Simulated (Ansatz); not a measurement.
# ScTiC4N4: the cost of one run

Method: DFT PBE, scalar-relativistic, plane waves, PAW, in Ansatz 0.2.0.

1 further run of the same task is left out (it didn't finish).

## Step 1: The starting structure

Symmetry: P-43m, No. 215, cubic system. Conventional cell: a = 6.030 Å, b = 6.030 Å, c = 6.030 Å, α = 90.00°, β = 90.00°, γ = 90.00°. Sc (site symmetry -43m) has 4 C at 2.02 Å as nearest neighbours. Ti (site symmetry -43m) has 4 N at 2.03 Å as nearest neighbours. C (site symmetry 3m) has 1 N at 1.17 Å as nearest neighbours. Around N (site symmetry 3m) lie 1 C at 1.17 Å.

Structure file:

```
Sc Ti C N
1.0
     6.02985    0.00000    0.00000
     0.00000    6.02985    0.00000
     0.00000    0.00000    6.02985
Sc Ti C N
1 1 4 4
Direct
  0.00000 0.00000 0.00000
  0.50000 0.50000 0.50000
  0.19360 0.19360 0.19360
  0.19360 0.80640 0.80640
  0.80640 0.19360 0.80640
  0.80640 0.80640 0.19360
  0.30563 0.30563 0.30563
  0.30563 0.69437 0.69437
  0.69437 0.30563 0.69437
  0.69437 0.69437 0.30563
```

Recipe of the guess: two interpenetrating cyanide-bridged diamond nets (P-43m, No. 215). Its size is a rough estimate.

## Step 2: A first look at the guess

File input.yaml:

```yaml
crystal:
  lattice:
    - [6.02984621, 0.0, 0.0]
    - [0.0, 6.02984621, 0.0]
    - [0.0, 0.0, 6.02984621]
  atoms:
    - { symbol: Sc, position: [0.0, 0.0, 0.0] }
    - { symbol: Ti, position: [0.5, 0.5, 0.5], spin: 1.0 }
    - { symbol: C, position: [0.19360398, 0.19360398, 0.19360398] }
    - { symbol: C, position: [0.19360398, 0.80639602, 0.80639602] }
    - { symbol: C, position: [0.80639602, 0.19360398, 0.80639602] }
    - { symbol: C, position: [0.80639602, 0.80639602, 0.19360398] }
    - { symbol: "N", position: [0.30563003, 0.30563003, 0.30563003] }
    - { symbol: "N", position: [0.30563003, 0.69436997, 0.69436997] }
    - { symbol: "N", position: [0.69436997, 0.30563003, 0.69436997] }
    - { symbol: "N", position: [0.69436997, 0.69436997, 0.30563003] }
basis:
  ecutwfc: 420
kpoints:
  mp_grid: { grid: [4, 4, 4] }
hamiltonian:
  xc: pbe
scf:
  occupations: { method: gaussian, width: 0.1 }
  lower_state_search: "off"
output:
  forces: true
  stress: true
  eigenvalues: true
  populations: true
magnetization:
  spin_polarized: true
```

Run with:

```bash
$ ansatz run input.yaml --threads 1 --pin off --max-ram 2560MiB --backend cpu --events-out ev --progress --plain --runs-dir out
```

**Question.** How long does this run take on 1 thread of Intel Xeon Platinum 8259CL at 2.50GHz (Skylake/Cascade Lake), shared host, and how much memory does it need?

About 30 s, with a peak of 0.54 GiB.
